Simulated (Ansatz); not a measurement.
# The indium atom: up Jacob's ladder to CCSD(T)

An exercise on one series of results from a longer session: the logs are not shown, and one member is left open.

Program: Ansatz 0.2.0, Gaussian basis. Level of theory: functionals in def2-TZVPP, the program's frozen cores in correlated methods. These are calculated values, not measurements.

Levels to be run: LDA (SPW92), PBE, revPBE, BLYP, r2SCAN, B97M-V, PBE0, B3LYP, r2SCANh, r2SCAN0, HSE06, BHLYP, CAM-B3LYP, LC-ωPBE, ωB97X-V, ωB97M-V, B2PLYP, PBE-QIDH; CCSD(T)/def2-SVP; CCSD(T)/def2-TZVPP; CCSD(T)/def2-QZVPP; extrapolation to the limit; RPA on PBE.

## The atom

1 atom, charge 0, spin multiplicity 2.

In takes the def2 core potential; no spin-orbit term is included.

The first run:

in.yaml reads:

```yaml
crystal:
  periodic: [false, false, false]
  atoms:
    - {symbol: In, position_ang: [0.000000, 0.000000, 0.000000]}
basis:
  gaussian: {orbitals: def2-TZVPP}
magnetization: {spin_polarized: true, initial_magnetization: 1}
hamiltonian: {xc: lda}
output: {orbitals: {seedname: orbitals}}
```

Among the steps run: LDA; PBE (GGA); revPBE (GGA); BLYP (GGA); r2SCAN (meta-GGA); B97M-V (meta-GGA); PBE0 (hybrid); B3LYP (hybrid); r2SCANh (hybrid); r2SCAN0 (hybrid); HSE06 (hybrid); BHLYP (hybrid); CAM-B3LYP (range-separated); LC-ωPBE (range-separated); ωB97X-V (range-separated); ωB97M-V (range-separated); B2PLYP (double hybrid); PBE-QIDH (double hybrid).

One table of the session follows, with a row left open; its other results are not shown here.

It belongs to the step «Frontier levels by functional». Levels are read from the orbital files that the runs wrote (highest filled and lowest empty over both spins):

```
 functional  HOMO (eV)  LUMO (eV)  gap (eV)
LDA (SPW92)      -2.84      -2.82      0.01
        PBE      -2.81      -2.61      0.19
     revPBE      -2.79      -2.53      0.26
       BLYP      -2.61      -2.52      0.10
     r2SCAN      -3.04      -2.42      0.62
     B97M-V          ?          ?         ?
       PBE0      -3.58      -1.91      1.67
      B3LYP      -3.36      -2.10      1.26
    r2SCANh      -3.32      -2.17      1.16
    r2SCAN0      -3.75      -1.80      1.95
      HSE06      -3.21      -2.27      0.94
      BHLYP      -4.15      -1.18      2.97
  CAM-B3LYP      -4.56      -1.00      3.56
    LC-ωPBE      -5.76      -0.03      5.73
    ωB97X-V      -5.34      -0.06      5.27
    ωB97M-V      -5.26      -0.29      4.97
```

**Question.** Estimate the row for B97M-V.

**Answer.** HOMO (eV): -2.77; LUMO (eV): -2.56; gap (eV): 0.21. In the column «HOMO (eV)» it lies between revPBE (-2.79) and BLYP (-2.61).
